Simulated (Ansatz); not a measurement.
# GeH₄S₂: a ladder of functionals and wavefunction methods

The task here is to estimate one member of a computed series from the others.

Computed with Ansatz 0.2.0, Gaussian basis. Level: functionals in def2-TZVPP, the program's frozen cores in correlated methods.

Levels to be run: LDA (SPW92), PBE-D4, revPBE-D4, BLYP-D4, r2SCAN-D4, B97M-V, PBE0-D4, B3LYP-D4, r2SCANh-D4, r2SCAN0-D4, HSE06-D4, BHLYP-D4, CAM-B3LYP-D4, LC-ωPBE, ωB97X-V, ωB97M-V, B2PLYP, PBE-QIDH; CCSD(T)/def2-SVP; CCSD(T)/def2-TZVPP; MP2/def2-QZVPP; extrapolation to the limit; RPA on PBE.

### The geometry

All runs share one geometry, relaxed beforehand with PBE0-D4 in a triple-zeta def2 set.

SMILES `S[S][GeH3]`, 7 atoms, charge 0, spin multiplicity 1.

Atoms are counted from 1 here; the program's logs count them from 0.

Bond lengths: S1–S2 2.058 Å, S1–H4 1.347 Å, S2–Ge3 2.234 Å, Ge3–H5 1.536 Å, Ge3–H6 1.537 Å, Ge3–H7 1.534 Å. Angles: S2–S1–H4 98.3°, S1–S2–Ge3 99.3°, S2–Ge3–H5 108.7°, S2–Ge3–H6 106.1°, S2–Ge3–H7 109.0°, H5–Ge3–H6 111.0°, H5–Ge3–H7 110.6°, H6–Ge3–H7 111.4°.

Set-up of the first run:

Input file in.yaml:

```yaml
crystal:
  periodic: [false, false, false]
  atoms:
    - {symbol: S, position_ang: [-1.085225, -1.965066, 0.002530]}
    - {symbol: S, position_ang: [-1.418340, -0.000600, 0.518770]}
    - {symbol: Ge, position_ang: [0.646691, 0.803268, 0.233174]}
    - {symbol: H, position_ang: [-1.318008, -1.861572, -1.319993]}
    - {symbol: H, position_ang: [1.035965, 0.649871, -1.244506]}
    - {symbol: H, position_ang: [0.585733, 2.285835, 0.635240]}
    - {symbol: H, position_ang: [1.614585, 0.020363, 1.129084]}
basis:
  gaussian: {orbitals: def2-TZVPP}
hamiltonian: {xc: lda}
output: {orbitals: {seedname: orbitals}}
```

Started as:

```bash
$ ansatz run in.yaml --threads 2 --pin off --events-out ev --progress --plain --max-ram 4352MiB
```

Among the steps run: LDA; PBE-D4 (GGA); revPBE-D4 (GGA); BLYP-D4 (GGA); r2SCAN-D4 (meta-GGA); B97M-V (meta-GGA); B3LYP-D4 (hybrid); r2SCANh-D4 (hybrid); r2SCAN0-D4 (hybrid); HSE06-D4 (hybrid); BHLYP-D4 (hybrid); CAM-B3LYP-D4 (range-separated); LC-ωPBE (range-separated); ωB97X-V (range-separated); ωB97M-V (range-separated); B2PLYP (double hybrid); PBE-QIDH (double hybrid).

One of the session's tables, all rows but one given; the rest of the session is left out.

It belongs to the step «Frontier levels by functional». 

| functional | HOMO (eV) | gap (eV) |
| --- | --- | --- |
| LDA (SPW92) | -6.11 | 3.90 |
| PBE-D4 | -5.99 | 3.99 |
| revPBE-D4 | -5.95 | 4.02 |
| BLYP-D4 | -5.83 | 3.96 |
| r2SCAN-D4 | -6.25 | 4.44 |
| B97M-V | -6.35 | 4.62 |
| PBE0-D4 | -7.16 | 6.15 |
| B3LYP-D4 | ? | ? |
| r2SCANh-D4 | -6.68 | 5.23 |
| r2SCAN0-D4 | -7.33 | 6.42 |
| HSE06-D4 | -6.77 | 5.37 |
| BHLYP-D4 | -8.19 | 8.26 |
| CAM-B3LYP-D4 | -8.43 | 8.57 |
| LC-ωPBE | -9.79 | 11.14 |
| ωB97X-V | -9.44 | 10.66 |
| ωB97M-V | -9.27 | 10.33 |

Q: Estimate the row for B3LYP-D4 from the others.

Worked estimate for «HOMO (eV)». Against the share of exact exchange, BLYP-D4 (0, -5.83), BHLYP-D4 (0.5, -8.19) give a slope of -4.72 per unit share; at 0.2 the line stands at -6.77.

As computed: HOMO (eV): -6.93; gap (eV): 5.69. In «HOMO (eV)» the line misses by +0.16.
